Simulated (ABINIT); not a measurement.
Crystal: MoN2.

```
Mo N
1.0
     4.34805    0.00000    0.00000
     0.00000    4.34805    0.00000
     0.00000    0.00000    2.76746
Mo N
2 4
Cartesian
  0.0000 0.0000 0.0000
  2.1740 2.1740 0.0000
  2.6595 3.8626 1.3837
  1.6886 0.4854 1.3837
  0.4854 2.6595 1.3837
  3.8626 1.6886 1.3837
```

Measurements of this composition are mostly on another form, of space group No. 160.

```yaml
Program: ABINIT 10.8.3 (patched build)
Task: relaxation of cell and atoms
Functional: PBEsol
Potentials_or_basis: PseudoDojo NC SR PBEsol v0.4.1 standard
Cutoff: 1143 eV
k_mesh: 4 × 4 × 7
Occupations: fermi-dirac, width 0.05 eV
Spin: no spin polarisation
```

At the start: pressure -13.3 GPa; volume 8.72 Å³/atom.

**Question.** How do energy, volume and symmetry change on relaxing?

**Answer.** Over 5 steps the energy falls by 16.0 meV/atom and the volume is 8.37 Å³/atom (-4.0 %); space group P4/mbm (No. 127, to 0.05 Å).

Step by step:
```
step  energy change (eV)  largest force (eV/Å)  pressure (GPa)  volume (Å³)
   1              0.0000                0.2156          -13.35        52.32
   2             -0.0886                0.4595            0.93        50.21
   3             -0.0945                0.1701            0.16        50.25
   4             -0.0957                0.0047            0.03        50.23
   5             -0.0958                0.0024           -0.01        50.23
```

Final structure:
```
Mo N
1.0
     4.28325    0.00000    0.00000
     0.00000    4.28325    0.00000
     0.00000    0.00000    2.73809
Mo N
2 4
Cartesian
  0.0000 0.0000 0.0000
  2.1416 2.1416 0.0000
  2.6268 3.7981 1.3690
  1.6565 0.4852 1.3690
  0.4852 2.6268 1.3690
  3.7981 1.6565 1.3690
```

Caveat: the k mesh is coarse (spacing up to 0.36 Å⁻¹), so the values aren't converged.
